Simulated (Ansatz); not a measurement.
# B2FH3OSi: up Jacob's ladder to CCSD(T)

The task here is to estimate one member of a computed series from the others.

Computed with Ansatz 0.2.0, Gaussian basis. Level: functionals in def2-TZVPP, the program's frozen cores in correlated methods.

Plan: LDA (SPW92), PBE-D4, revPBE-D4, BLYP-D4, r2SCAN-D4, B97M-V, PBE0-D4, B3LYP-D4, r2SCANh-D4, r2SCAN0-D4, HSE06-D4, BHLYP-D4, CAM-B3LYP-D4, LC-ωPBE, ωB97X-V, ωB97M-V, B2PLYP, PBE-QIDH; CCSD(T)/def2-SVP; CCSD(T)/def2-TZVPP; MP2/def2-QZVPP; extrapolation to the limit; RPA on PBE.

## Structure used throughout

An earlier PBE0-D4 in a triple-zeta def2 set relaxation fixed the geometry.

8 atoms, charge 0, spin multiplicity 1.

Atoms are counted from 1 here; the program's logs count them from 0.

Bond lengths: B1–B2 1.633 Å, B1–Si4 2.054 Å, B1–H6 1.201 Å, B1–H7 1.197 Å, B2–O3 1.286 Å, B2–Si4 2.021 Å, O3–Si4 1.825 Å, Si4–F5 1.586 Å, Si4–H8 1.473 Å. Angles: B2–B1–Si4 65.3°, B2–B1–H6 114.3°, B2–B1–H7 118.8°, Si4–B1–H6 112.9°, Si4–B1–H7 114.5°, H6–B1–H7 119.2°, B1–B2–O3 129.8°, B1–B2–Si4 67.5°, O3–B2–Si4 62.4°, B2–O3–Si4 79.0°, B1–Si4–B2 47.2°, B1–Si4–O3 85.9°, B1–Si4–F5 119.8°, B1–Si4–H8 126.4°, B2–Si4–O3 38.6°, B2–Si4–F5 119.2°, B2–Si4–H8 123.8°, O3–Si4–F5 105.3° and more.

The first run:

in.yaml reads:

```yaml
crystal:
  periodic: [false, false, false]
  atoms:
    - {symbol: B, position_ang: [0.859420, 0.454554, 0.719354]}
    - {symbol: B, position_ang: [-0.437365, 1.248055, 0.122219]}
    - {symbol: O, position_ang: [-1.409729, 0.811284, -0.597234]}
    - {symbol: Si, position_ang: [-0.371690, -0.683795, -0.467797]}
    - {symbol: F, position_ang: [0.059560, -1.022755, -1.955403]}
    - {symbol: H, position_ang: [0.773948, 0.174266, 1.884113]}
    - {symbol: H, position_ang: [1.938038, 0.674614, 0.248412]}
    - {symbol: H, position_ang: [-1.320083, -1.713423, -0.009264]}
basis:
  gaussian: {orbitals: def2-TZVPP}
hamiltonian: {xc: lda}
output: {orbitals: {seedname: orbitals}}
```

The run is started by

```
$ ansatz run in.yaml --threads 2 --pin off --events-out ev --progress --plain --max-ram 4352MiB
```

Steps of the session up to this table: LDA; PBE-D4 (GGA); revPBE-D4 (GGA); BLYP-D4 (GGA); r2SCAN-D4 (meta-GGA); B97M-V (meta-GGA); PBE0-D4 (hybrid); B3LYP-D4 (hybrid); r2SCANh-D4 (hybrid); r2SCAN0-D4 (hybrid); HSE06-D4 (hybrid); BHLYP-D4 (hybrid); CAM-B3LYP-D4 (range-separated); LC-ωPBE (range-separated); ωB97X-V (range-separated); ωB97M-V (range-separated); B2PLYP (double hybrid); PBE-QIDH (double hybrid).

One table of the session follows, with a row left open; its other results are not shown here.

It belongs to the step «Frontier levels by functional». 

| functional | HOMO (eV) | LUMO (eV) | gap (eV) |
| --- | --- | --- | --- |
| LDA (SPW92) | -6.97 | -3.14 | 3.83 |
| PBE-D4 | -6.83 | -2.95 | 3.88 |
| revPBE-D4 | -6.77 | -2.87 | 3.91 |
| BLYP-D4 | -6.69 | -2.85 | 3.84 |
| r2SCAN-D4 | -7.05 | -2.75 | 4.30 |
| B97M-V | -7.11 | -2.78 | 4.33 |
| PBE0-D4 | -7.90 | -2.10 | 5.80 |
| B3LYP-D4 | -7.71 | -2.33 | 5.38 |
| r2SCANh-D4 | -7.44 | -2.44 | 5.01 |
| r2SCAN0-D4 | -8.04 | -1.98 | 6.07 |
| HSE06-D4 | -7.51 | -2.47 | 5.03 |
| BHLYP-D4 | -8.86 | -1.19 | 7.67 |
| CAM-B3LYP-D4 | ? | ? | ? |
| LC-ωPBE | -10.41 | 0.05 | 10.47 |
| ωB97X-V | -10.09 | -0.02 | 10.07 |
| ωB97M-V | -9.93 | -0.19 | 9.74 |

Estimate the missing values for CAM-B3LYP-D4.

**Answer.** HOMO (eV): -9.15; LUMO (eV): -1.07; gap (eV): 8.08. In the column «HOMO (eV)» it lies between ωB97M-V (-9.93) and BHLYP-D4 (-8.86).
